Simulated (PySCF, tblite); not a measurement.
# C₄H₇NO₂Si: geometry, infrared bands and NMR shifts

What infrared bands and NMR shifts should C₄H₇NO₂Si (`[H]/N=C/C1=CCO[SiH2]O1`) show?

Computed with tblite 0.8.0 and PySCF 2.14.0, with density-fitted response routines of our own, on a single molecule in the gas phase. Atoms count from 0, in the outputs and in this text.

### Step 1. Starting geometry

15 atoms, charge 0, multiplicity 1; geometry from: force field or distance geometry start.

Bonds of the start (Å): N0–C1 1.30, C1–C2 1.47, C2–C3 1.36, C3–C4 1.50, C4–O5 1.43, O5–Si6 1.66, Si6–O7 1.67, O7–C2 1.38, N0–H8 1.02, C1–H9 1.11, C3–H10 1.08, C4–H11 1.09, C4–H12 1.10, Si6–H13 1.48, Si6–H14 1.49.

### Step 2. Relaxing the molecule with GFN2-xTB

The job: settings as JSON, then the geometry in Å.

```
{"job": {"kind": "relax", "xc": "GFN2-xTB", "basis": "xTB"}, "charge": 0, "multiplicity": 1}
N      3.024000     0.058500     0.503800
C      2.041600    -0.714300     0.147100
C      0.616600    -0.341600     0.114300
C      0.262000     0.933600     0.409100
C     -1.146100     1.440500     0.412800
O     -2.060600     0.651900    -0.354300
Si    -1.905500    -0.995200    -0.262700
O     -0.273400    -1.334000    -0.234900
H      3.908400    -0.453800     0.449600
H      2.255100    -1.763400    -0.130700
H      1.027200     1.639300     0.705500
H     -1.520900     1.548600     1.433200
H     -1.151400     2.442900    -0.034600
H     -2.547800    -1.638600    -1.432300
H     -2.533600    -1.466400     1.000400
```

Started as:

```
$ OMP_NUM_THREADS=1 python probes_run.py task.json out
```

The driver reads the jobs from task.json and runs them one after another.

**Question.** This job is followed by: GFN2-xTB harmonic vibrations, gas phase; GIAO PBE0/pcSseg-1 NMR shielding, non-relativistic, gas phase. What will the session give for the following? strongest single infrared mode (GFN2-xTB); zero-point energy (GFN2-xTB); 13C shifts against TMS (PBE0/pcSseg-1); 1H shifts against TMS (PBE0/pcSseg-1, means over atoms taken as alike); 15N shifts against NH3 (PBE0/pcSseg-1); 17O shifts against H2O (PBE0/pcSseg-1); 29Si shifts against TMS (PBE0/pcSseg-1); surface potential, 1st and 99th percentile.

As calculated:

| quantity | value |
| --- | --- |
| strongest single infrared mode (GFN2-xTB) | 2321 cm⁻¹, 354 km/mol |
| zero-point energy (GFN2-xTB) | 65.9 kcal/mol |
| 13C shifts against TMS (PBE0/pcSseg-1) | 171.4, 153.0, 109.8, 65.9 ppm |
| 1H shifts against TMS (PBE0/pcSseg-1, means over atoms taken as alike) | 11.17, 8.11, 6.37, 5.14, 5.12 ppm |
| 15N shifts against NH3 (PBE0/pcSseg-1) | 352.6 ppm |
| 17O shifts against H2O (PBE0/pcSseg-1) | 96.8, 13.3 ppm |
| 29Si shifts against TMS (PBE0/pcSseg-1) | -32.6 ppm |
| surface potential, 1st and 99th percentile | -1.51 V and 1.51 V |

What this shows: Relaxing lowered the energy by 0.277 eV in 58 steps; the close pair that moved most is N0–C1, from 1.300 to 1.261 Å. All 39 modes are real, so the xTB geometry is a minimum. The strongest single mode, at 2321 cm⁻¹, moves mainly H14. GFN2-xTB is a fitted tight-binding method: band positions and strengths are rough. Its intensities can rank the bands wrongly. At PBE0/pcSseg-1: The largest span, 689 ppm, is at N0, where the paramagnetic term is -404 ppm. At PBE0/pcSseg-1, counted by nearest atom on the grid, the HOMO lies on C3 32 %; C2 22 %, the LUMO on N0 25 %; C1, C3 about 21 % each.
